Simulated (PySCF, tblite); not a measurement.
# H12N2OSi4, a small molecule taken as a stand-in for a surface group: NMR shifts, core binding energies and electronic excitations, part 2 of 2

tblite 0.8.0 and PySCF 2.14.0. Atoms count from 0, parts from 1.

## 5. X-ray photoelectron lines: SCAN, X2C

Job settings and geometry (Å):

```
{"job": {"kind": "xps", "holes": 5}, "charge": 0, "multiplicity": 1}
Si     0.113624     0.760411     0.611719
Si    -1.857228    -0.171097     1.482880
N      1.513876    -0.127499     1.098824
Si     2.270348    -1.383610     0.159101
N      0.090778     0.725094    -1.124289
Si    -1.130581     0.192488    -2.245966
O      0.347781     2.280956     1.259924
H     -1.709171    -0.192710     2.973411
H     -3.083684     0.626258     1.159385
H     -2.062596    -1.576201     1.013923
H      1.933632     0.110989     1.992281
H      3.022881    -0.864794    -1.028293
H      1.259018    -2.360226    -0.348426
H      3.241096    -2.092664     1.046400
H      0.947848     1.083784    -1.545940
H     -0.654472    -0.942529    -3.095137
H     -2.305136    -0.257389    -1.442677
H     -1.563916     1.292729    -3.162790
H     -0.412732     2.869219     1.226007
```

Level: delta-SCF UKS SCAN, pcX-2 on the ionised atom, pcseg-1 elsewhere, spin-free X2C.

What it wrote:

```text
ground state, core basis on atom 0 (Si), 216 functions
  cycle   1  E = -1352.14076241  |g| = 9.31e-01
  cycle   2  E = -1351.69464804  |g| = 1.69e+00
  cycle   3  E = -1352.30826560  |g| = 1.47e-01
  cycle   4  E = -1352.31243193  |g| = 9.01e-02
  cycle   5  E = -1352.31404504  |g| = 2.33e-02
  cycle   6  E = -1352.31419968  |g| = 5.99e-03
  cycle   7  E = -1352.31420593  |g| = 1.40e-03
  cycle   8  E = -1352.31420878  |g| = 5.58e-04
  cycle   9  E = -1352.31420907  |g| = 1.92e-04
  E(ground) = -1352.41167344 Eh
hole in Si 2p of atom 0
  cycle   1  E = -1348.02059899  |g| = 1.25e+00
  cycle   2  E = -1347.62557940  |g| = 1.35e+00
  cycle   3  E = -1348.28515355  |g| = 3.61e-01
  cycle   4  E = -1348.35344264  |g| = 1.15e-01
  cycle   5  E = -1348.35630490  |g| = 7.46e-02
  cycle   6  E = -1348.35886960  |g| = 1.12e-02
  cycle   7  E = -1348.35887869  |g| = 1.00e-02
  cycle   8  E = -1348.35892635  |g| = 1.09e-03
  cycle   9  E = -1348.35892601  |g| = 4.64e-04
  E(ion) = -1348.46715790 Eh   <S^2> = 0.7523   hole on atom = 1.003   binding energy = 107.336 eV
  2p3/2 = 107.146 eV   2p1/2 = 107.771 eV
ground state, core basis on atom 1 (Si), 216 functions
  cycle   1  E = -1352.29591689  |g| = 2.87e-01
  cycle   2  E = -1352.29591387  |g| = 4.26e-02
  cycle   3  E = -1352.29561762  |g| = 5.38e-02
  cycle   4  E = -1352.29617621  |g| = 1.27e-02
  cycle   5  E = -1352.29620568  |g| = 2.64e-03
  cycle   6  E = -1352.29620627  |g| = 4.24e-04
  E(ground) = -1352.39301281 Eh
hole in Si 2p of atom 1
  cycle   1  E = -1348.03810317  |g| = 1.23e+00
  cycle   2  E = -1347.62365391  |g| = 1.26e+00
  cycle   3  E = -1348.25237519  |g| = 4.63e-01
  cycle   4  E = -1348.35990656  |g| = 1.65e-01
  cycle   5  E = -1348.37012845  |g| = 5.60e-02
  cycle   6  E = -1348.37182790  |g| = 2.04e-02
  cycle   7  E = -1348.37201237  |g| = 8.03e-03
  cycle   8  E = -1348.37204060  |g| = 2.36e-03
  cycle   9  E = -1348.37204169  |g| = 1.00e-03
  cycle  10  E = -1348.37204187  |g| = 5.56e-04
  cycle  11  E = -1348.37204332  |g| = 2.28e-04
  E(ion) = -1348.48034180 Eh   <S^2> = 0.7531   hole on atom = 1.002   binding energy = 106.469 eV
  2p3/2 = 106.270 eV   2p1/2 = 106.893 eV
ground state, core basis on atom 2 (N), 205 functions
  cycle   1  E = -1352.22075600  |g| = 7.36e-02
  cycle   2  E = -1352.22077327  |g| = 1.87e-02
  cycle   3  E = -1352.22075397  |g| = 2.24e-02
  cycle   4  E = -1352.22087739  |g| = 5.48e-03
  cycle   5  E = -1352.22088200  |g| = 5.30e-04
  cycle   6  E = -1352.22088563  |g| = 1.68e-04
  E(ground) = -1352.35753824 Eh
hole in N 1s of atom 2
  cycle   1  E = -1336.65343409  |g| = 1.87e+00
  cycle   2  E = -1335.63767572  |g| = 2.23e+00
  cycle   3  E = -1337.28528520  |g| = 4.52e-01
  cycle   4  E = -1337.33503553  |g| = 2.86e-01
  cycle   5  E = -1337.37197738  |g| = 1.00e-01
  cycle   6  E = -1337.37646344  |g| = 2.27e-02
  cycle   7  E = -1337.37667499  |g| = 1.11e-02
  cycle   8  E = -1337.37671877  |g| = 4.39e-03
  cycle   9  E = -1337.37673029  |g| = 1.07e-03
  cycle  10  E = -1337.37673005  |g| = 4.43e-04
  E(ion) = -1337.51163785 Eh   <S^2> = 0.7657   hole on atom = 1.000   binding energy = 403.978 eV
ground state, core basis on atom 4 (N), 205 functions
  cycle   1  E = -1352.22054217  |g| = 7.25e-02
  cycle   2  E = -1352.22052495  |g| = 1.89e-02
  cycle   3  E = -1352.22044682  |g| = 2.62e-02
  cycle   4  E = -1352.22059861  |g| = 2.92e-03
  cycle   5  E = -1352.22060394  |g| = 4.83e-04
  E(ground) = -1352.35700001 Eh
hole in N 1s of atom 4
  cycle   1  E = -1336.64344082  |g| = 1.87e+00
  cycle   2  E = -1335.68725972  |g| = 2.22e+00
  cycle   3  E = -1337.27320851  |g| = 4.79e-01
  cycle   4  E = -1337.32082835  |g| = 3.30e-01
  cycle   5  E = -1337.36566210  |g| = 8.94e-02
  cycle   6  E = -1337.36885669  |g| = 2.04e-02
  cycle   7  E = -1337.36902356  |g| = 1.04e-02
  cycle   8  E = -1337.36906801  |g| = 3.63e-03
  cycle   9  E = -1337.36907593  |g| = 9.05e-04
  cycle  10  E = -1337.36907827  |g| = 4.14e-04
  E(ion) = -1337.50389547 Eh   <S^2> = 0.7657   hole on atom = 1.000   binding energy = 404.174 eV
ground state, core basis on atom 6 (O), 205 functions
  cycle   1  E = -1352.23565857  |g| = 1.00e-01
  cycle   2  E = -1352.23477956  |g| = 8.30e-02
  cycle   3  E = -1352.23540019  |g| = 5.91e-02
  cycle   4  E = -1352.23601711  |g| = 4.23e-03
  cycle   5  E = -1352.23602362  |g| = 1.16e-03
  cycle   6  E = -1352.23602259  |g| = 3.05e-04
  E(ground) = -1352.37247595 Eh
hole in O 1s of atom 6
  cycle   1  E = -1331.62922207  |g| = 2.22e+00
  cycle   2  E = -1329.43226778  |g| = 2.60e+00
  cycle   3  E = -1332.17124828  |g| = 7.29e-01
  cycle   4  E = -1332.37362456  |g| = 4.02e-01
  cycle   5  E = -1332.44091875  |g| = 1.74e-01
  cycle   6  E = -1332.45456243  |g| = 3.24e-02
  cycle   7  E = -1332.45519995  |g| = 8.30e-03
  cycle   8  E = -1332.45523374  |g| = 4.35e-03
  cycle   9  E = -1332.45524299  |g| = 2.00e-03
  cycle  10  E = -1332.45524273  |g| = 6.86e-04
  cycle  11  E = -1332.45524612  |g| = 1.62e-04
  E(ion) = -1332.59254640 Eh   <S^2> = 0.7619   hole on atom = 1.000   binding energy = 538.239 eV
```

It took 75 s on 1 thread of Arm Neoverse V2, shared host; peak memory 0.8 GiB.

The holes in one table. −ε is the ground-state orbital energy:

| hole | stands for | environment | ΔSCF (eV; 2p as the shell's mean) | −ε (eV) | ⟨S²⟩ |
| --- | --- | --- | --- | --- | --- |
| Si2p on Si0 | Si0 | silicon bonded to 2 N, O, Si | 107.35 | 96.9 | 0.752 |
| Si2p on Si1 | Si1 | silicon bonded to Si, 3 H | 106.48 | 96.0 | 0.753 |
| N1s on N2 | N2 | nitrogen bonded to 2 Si, H | 403.98 | 385.5 | 0.766 |
| N1s on N4 | N4 | nitrogen bonded to 2 Si, H | 404.17 | 385.7 | 0.766 |
| O1s on O6 | O6 | oxygen bonded to Si, H | 538.24 | 516.7 | 0.762 |

With the spin-orbit splitting: Si0 2p3/2 107.15, 2p1/2 107.77 eV; Si1 2p3/2 106.27, 2p1/2 106.89 eV. The table gives each 2p level as the mean over the whole 2p shell (two parts 2p3/2, one part 2p1/2), which differs a little from the single hole in the log.

## 6. Ultraviolet spectrum: CAM-B3LYP/def2-SVPD

Same as in step 5 but for these lines:

```diff
@@ -1,2 +1,2 @@
-{"job": {"kind": "xps", "holes": 5}, "charge": 0, "multiplicity": 1}
+{"job": {"kind": "uv", "xc": "CAM-B3LYP", "basis": "def2-SVPD", "nstates": 6, "ntriplets": 2, "ip": true}, "charge": 0, "multiplicity": 1}
 Si     0.113624     0.760411     0.611719
```

Level: TDDFT CAM-B3LYP/def2-SVPD, vertical, gas phase, core orbitals frozen in the response.

What it wrote:

```text
coarse grid: 17152 points
cycle   1  E = -1349.1931750316  dE =  2.469e-01  |g| = 8.391e-01  |ddm| = 5.780e+00
cycle   2  E = -1349.1120498753  dE =  8.113e-02  |g| = 1.077e+00  |ddm| = 2.320e+00
cycle   3  E = -1349.3382485771  dE = -2.262e-01  |g| = 7.485e-02  |ddm| = 1.200e+00
cycle   4  E = -1349.3391031713  dE = -8.546e-04  |g| = 4.715e-02  |ddm| = 1.802e-01
cycle   5  E = -1349.3395460294  dE = -4.429e-04  |g| = 9.166e-03  |ddm| = 5.428e-02
cycle   6  E = -1349.3395679661  dE = -2.194e-05  |g| = 1.326e-03  |ddm| = 2.111e-02
cycle   7  E = -1349.3395686031  dE = -6.371e-07  |g| = 4.280e-04  |ddm| = 4.067e-03
final grid: 145360 points
cycle   8  E = -1349.5135036775  dE = -1.578e-05  |g| = 2.593e-03  |ddm| = 5.534e-02
cycle   9  E = -1349.5135031194  dE =  5.581e-07  |g| = 3.181e-03  |ddm| = 8.376e-03
cycle  10  E = -1349.5135052782  dE = -2.159e-06  |g| = 1.471e-04  |ddm| = 3.070e-03
cycle  11  E = -1349.5135052847  dE = -6.519e-09  |g| = 1.167e-04  |ddm| = 7.601e-04
cycle  12  E = -1349.5135052873  dE = -2.589e-09  |g| = 2.670e-05  |ddm| = 1.753e-04
cycle  13  E = -1349.5135052874  dE = -1.751e-10  |g| = 6.517e-06  |ddm| = 7.038e-05
converged SCF energy = -1349.5135052874

Static polarisability (au): isotropic 126.639, principal 115.190 129.779 134.947

Singlet excitations
state   eV       nm        f      main configurations
  1   6.4653    191.8   0.03483   H->L+2 0.46, H->L 0.43
  2   6.6011    187.8   0.01191   H-1->L 0.25, H->L 0.20, H->L+1 0.16
  3   6.6945    185.2   0.04639   H-1->L 0.25, H-1->L+1 0.24, H->L+1 0.14
  4   6.7965    182.4   0.03947   H->L+1 0.53, H->L+2 0.20, H->L 0.13
  5   7.3078    169.7   0.02149   H-1->L+1 0.47, H-1->L 0.31
  6   7.4370    166.7   0.01777   H->L+3 0.24, H->L+4 0.15, H->L+8 0.11

Triplet excitations (Tamm-Dancoff, eV): 5.9883 6.1397
Vertical ionisation energy (delta-SCF) = 9.1875 eV
```

Wall time 6.5 min (1 thread of Arm Neoverse V2, shared host); peak memory 1.4 GiB.

Frontier orbitals and where they lie:

| orbital | eV | atoms |
| --- | --- | --- |
| HOMO−3 | -10.76 | Si1 21 %, Si5 18 %, H7 15 % |
| HOMO−2 | -9.83 | N2 18 %, Si1 17 %, O6 16 % |
| HOMO−1 | -9.21 | N4 53 %, Si5 14 %, H15 7 % |
| HOMO | -8.64 | N2 40 %, Si1 15 %, Si0 12 % |
| LUMO | 0.62 | O6 16 %, Si0 15 %, Si1 13 % |
| LUMO+1 | 0.93 | Si1 15 %, Si5 14 %, O6 12 % |
| LUMO+2 | 1.11 | Si3 17 %, Si1 16 %, Si0 9 % |

With each of the 6 states as a Gaussian band of 0.4 eV half-width at 1/e, the curve within the window shown has maxima at 185 nm (ε 5,000) L/(mol cm). Beyond the last state computed it falls off for lack of states. The curve at chosen wavelengths:

(nm, ε (L/mol/cm)): (160, 694), (162, 1014), (164, 1340), (166, 1635), (168, 1885), (170, 2116), (172, 2380), (174, 2727), (176, 3175), (178, 3694), (180, 4213), (182, 4643), (184, 4904), (187, 4885), (189, 4602), (191, 4148), (193, 3587), (195, 2981), (197, 2387), (199, 1844), (201, 1378), (203, 997), (205, 700), (207, 477), (209, 316), (211, 204)

Ground-state properties from the same run:

| property | computed |
| --- | --- |
| dipole moment (D) | 0.88 |
| polarisability (Å³) | 18.77 |
| HOMO–LUMO gap (eV) | 9.27 |
| −ε(HOMO) (eV) | 8.64 |

## 7. Outcome

The summary covers parts 1 to 2.

| quantity | value |
| --- | --- |
| point group | C1 |
| rotational constants (main isotopes) | 1.11, 0.92, 0.71 GHz |
| 1H shifts against TMS (PBE0/pcSseg-1) | 4.75, 4.69, 4.60, 4.59, 4.56, 4.55, 3.50, 3.31, 3.23, 1.54, 0.65, 0.37 ppm |
| 29Si shifts against TMS (PBE0/pcSseg-1) | -14.7, -55.9, -58.5, -117.1 ppm |
| 15N shifts against NH3 (PBE0/pcSseg-1) | 40.9, 24.4 ppm |
| 17O shifts against H2O (PBE0/pcSseg-1) | 88.8 ppm |
| Si2p binding energies, SCAN/pcX-2 (standing for 2 of 4 atoms) | Si0 107.35, Si1 106.48 eV |
| N1s binding energies, SCAN/pcX-2 | N4 404.17, N2 403.98 eV |
| O1s binding energies, SCAN/pcX-2 | O6 538.24 eV |
| lowest singlet (CAM-B3LYP/def2-SVPD) | 6.47 eV (192 nm), f = 0.035 |
| brightest single state of those computed | state 3, 6.69 eV, f = 0.046 |
| lowest triplet | 5.99 eV |
| vertical ionisation energy (ΔSCF) | 9.19 eV |

In words: Over 23 steps the energy fell by 0.428 eV; of the close pairs, Si3–H13 changed most, 1.438 to 1.494 Å (PBE0/def2-SVP). No frequency check was run at this level, so the end point may be a saddle. The Si2p levels kept as sound span 0.88 eV, from Si1 (silicon bonded to Si, 3 H) up to Si0 (silicon bonded to 2 N, O, Si). Only 2 of the 4 Si atoms are covered by sound results. N4 (nitrogen bonded to 2 Si, H) binds its N1s electron 0.20 eV more tightly than N2 (nitrogen bonded to 2 Si, H). The lowest singlet, at 6.47 eV, is HOMO→LUMO+2 0.46, HOMO→LUMO 0.43 and is weak; of the 6 states computed, the strongest absorption comes from state 3 at 6.69 eV. The lowest triplet lies 0.48 eV below the lowest singlet (triplets in Tamm-Dancoff, singlets in full TDDFT). The orbital energy would give 8.64 eV for ionisation, ΔSCF gives 9.19 eV. A capped cluster stands for the solid here, so long-range fields and strain are missing, and bands or shifts of the capping hydrogens have no counterpart in it.
